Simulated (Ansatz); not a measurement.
A run of Ansatz 0.2.0 is set up as follows.

Contents of input.yaml:

```yaml
crystal:
  lattice:
    - [0.0, 3.235, 3.235]
    - [3.235, 0.0, 3.235]
    - [3.235, 3.235, 0.0]
  atoms:
    - { symbol: Bi, position: [0.0, 0.0, 0.0] }
    - { symbol: Te, position: [0.5, 0.5, 0.5] }
hamiltonian:
  xc: pbe
  pseudopotentials: { kind: paw }
kpoints:
  mp_grid: { grid: [7, 7, 7] }
scf:
  occupations: { method: gaussian, width: 0.025 }
output:
  forces: true
  stress: true
  eigenvalues: true
```

Potentials or basis: Ansatz PAW.

Command:

```bash
$ ansatz run input.yaml --threads 2 --pin off --max-ram 5632MiB --backend cpu --events-out ev --progress --plain --runs-dir out
```

(1) What does it give for the pressure?

(2) Predict the band gap on the k mesh.

Results:

(1) 1.0 GPa.

(2) none (metal or under the smearing width).

Caveat: spin-orbit coupling is left out, which moves the levels of the heavy elements.
